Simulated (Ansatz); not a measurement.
# C₂H₆BClO: up Jacob's ladder to CCSD(T)

How much do the methods differ for C₂H₆BClO? The plan is to run it at one geometry with functionals of several rungs and with coupled cluster, and see how far each lands from CCSD(T) at the basis-set limit for the atomisation energy.

Program: Ansatz 0.2.0, Gaussian basis. Level of theory: functionals in def2-TZVPP, the program's frozen cores in correlated methods. These are calculated values, not measurements.

Levels to be run: PBE-D4, r2SCAN-D4, PBE0-D4, B3LYP-D4, ωB97X-V, ωB97M-V, B2PLYP; CCSD(T)/def2-TZVPP; MP2/def2-QZVPP; extrapolation to the limit.

## (1) The relaxed structure

The geometry comes from an earlier relaxation with PBE0-D4/def2-TZVP; it is a stationary point, not always the lowest conformer.

SMILES `COBCCl`, 11 atoms, charge 0, spin multiplicity 1.

Atoms are counted from 1 here; the program's logs count them from 0.

Bond lengths: C1–O2 1.414 Å, C1–H6 1.093 Å, C1–H7 1.092 Å, C1–H8 1.091 Å, O2–B3 1.341 Å, B3–C4 1.574 Å, B3–H9 1.202 Å, C4–Cl5 1.797 Å, C4–H10 1.090 Å, C4–H11 1.089 Å. Angles: O2–C1–H6 111.3°, O2–C1–H7 108.8°, O2–C1–H8 108.8°, H6–C1–H7 109.5°, H6–C1–H8 109.6°, H7–C1–H8 108.8°, C1–O2–B3 122.2°, O2–B3–C4 118.1°, O2–B3–H9 120.6°, C4–B3–H9 121.3°, B3–C4–Cl5 104.5°, B3–C4–H10 114.0°, B3–C4–H11 114.1°, Cl5–C4–H10 106.7°, Cl5–C4–H11 107.2°, H10–C4–H11 109.7°.

## (2) PBE-D4 (GGA)

in.yaml

```yaml
crystal:
  periodic: [false, false, false]
  atoms:
    - {symbol: C, position_ang: [-1.577126, 0.862332, -0.761193]}
    - {symbol: O, position_ang: [-0.808136, -0.057218, -0.011495]}
    - {symbol: B, position_ang: [0.529139, -0.105313, -0.094729]}
    - {symbol: C, position_ang: [1.293925, -1.115957, 0.838772]}
    - {symbol: Cl, position_ang: [2.185770, -0.072165, 1.998661]}
    - {symbol: H, position_ang: [-0.946030, 1.460360, -1.423794]}
    - {symbol: H, position_ang: [-2.108531, 1.521304, -0.072132]}
    - {symbol: H, position_ang: [-2.308239, 0.308868, -1.353110]}
    - {symbol: H, position_ang: [1.122230, 0.622258, -0.845197]}
    - {symbol: H, position_ang: [2.041073, -1.718393, 0.322067]}
    - {symbol: H, position_ang: [0.641127, -1.763076, 1.422850]}
basis:
  gaussian: {orbitals: def2-TZVPP}
hamiltonian: {xc: pbe, dispersion: d4}
output: {forces: true, orbitals: {seedname: orbitals}}
```

Run with:

```
$ ansatz run in.yaml --threads 4 --pin off --events-out ev --progress --plain --max-ram 10444MiB
```

After this run come: r2SCAN-D4 (meta-GGA); PBE0-D4 (hybrid); B3LYP-D4 (hybrid); ωB97X-V (range-separated); ωB97M-V (range-separated); B2PLYP (double hybrid); CCSD(T) in def2-TZVPP; MP2 in def2-QZVPP.

**Question.** What will the summary of the whole plan be? Wanted: atomisation energy, CCSD(T)/CBS; farthest; mean size of error, hybrid; mean size of error, range-separated; gap, smallest and largest; T1 diagnostic; triples share of the correlation energy.

**Answer**, as computed:

```
                               quantity                                 value
        atomisation energy, CCSD(T)/CBS                             43.360 eV
    functionals within 0.217 eV (0.5 %)                     B3LYP-D4, ωB97X-V
                               farthest                    PBE-D4 (+1.044 eV)
             mean size of error, hybrid                              0.206 eV
    mean size of error, range-separated                              0.206 eV
              gap, smallest and largest  5.10 eV (PBE-D4), 12.12 eV (ωB97X-V)
                          T1 diagnostic                                0.0122
triples share of the correlation energy                                 3.8 %
```

**Reading.** PBE-D4 is off by +1.044 eV, about 0.104 eV a bond. Double hybrids carry the basis error of their MP2 part in triple zeta, and no dispersion term here, so their miss is partly the set-up's. The reference freezes the cores and leaves out relativity and excitations past (T), so misses under about 0.217 eV can't be ranked. Hartree-Fock recovers 75 % of the binding; the rest is correlation. The gap grows from 5.1 to 12.1 eV across the functionals, mostly with the share of exact exchange.
